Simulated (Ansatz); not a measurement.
# TlPt: the cost of one run

Computed with Ansatz 0.2.0 (DFT r²SCAN, scalar-relativistic, plane waves, PAW (the target; the first runs use scalar-relativistic PBE), unless a step's input says otherwise).

2 further runs of the same task are left out: 2 set aside as unsound or not needed.

### 1 The starting structure

It takes space group P6/mmm (No. 191, hexagonal). The conventional cell has a = 5.624 Å, b = 5.624 Å, c = 4.654 Å, α = 90.00°, β = 90.00°, γ = 120.00°. Tl (site symmetry mmm) is surrounded by 4 Tl at 2.81 Å and 6 Pt at 2.81 to 2.84 Å. Pt (site symmetry 6/mmm) is surrounded by 6 Tl at 2.81 Å. Pt (site symmetry -6m2) has 6 Tl at 2.84 Å and 3 Pt at 3.25 Å as nearest neighbours.

As a file:

```
Tl Pt
1.0
     5.62362    0.00000    0.00000
    -2.81181    4.87020    0.00000
     0.00000    0.00000    4.65441
Tl Pt
3 3
Cartesian
  2.8118 0.0000 0.0000
  1.4059 2.4351 0.0000
  -1.4059 2.4351 0.0000
  0.0000 0.0000 0.0000
  0.0000 3.2468 2.3272
  2.8118 1.6234 2.3272
```

### 2 Relaxing cell and atoms (PBE, 4×4×4 mesh)

The input, input.yaml:

```yaml
crystal:
  lattice:
    - [5.6236203617, 0.0, 0.0]
    - [-2.8118101808, 4.8701980944, 0.0]
    - [0.0, 0.0, 4.6544120734]
  atoms:
    - { symbol: Tl, position: [0.5, 0.0, 0.0] }
    - { symbol: Tl, position: [0.5, 0.5, 0.0] }
    - { symbol: Tl, position: [0.0, 0.5, 0.0] }
    - { symbol: Pt, position: [0.0, 0.0, 0.0] }
    - { symbol: Pt, position: [0.3333333333, 0.6666666667, 0.5] }
    - { symbol: Pt, position: [0.6666666667, 0.3333333333, 0.5] }
basis:
  ecutwfc: 420
  ecutrho_ratio: 4
kpoints:
  mp_grid: { grid: [4, 4, 4] }
hamiltonian:
  xc: pbe
scf:
  occupations: { method: gaussian, width: 0.05 }
output:
  forces: true
  stress: true
  eigenvalues: true
relax:
  f_tol: 0.03
  max_steps: 60
  cell: { stress_tol: 0.3 }
```

The run is started by

```bash
ansatz run input.yaml --threads 4 --pin off --max-ram 7168MiB --backend cpu --events-out ev --progress --plain --runs-dir out
```

Q: Estimate wall time and peak memory on 4 threads of Arm Neoverse V2, shared host.

About 25 s, with a peak of 0.51 GiB.
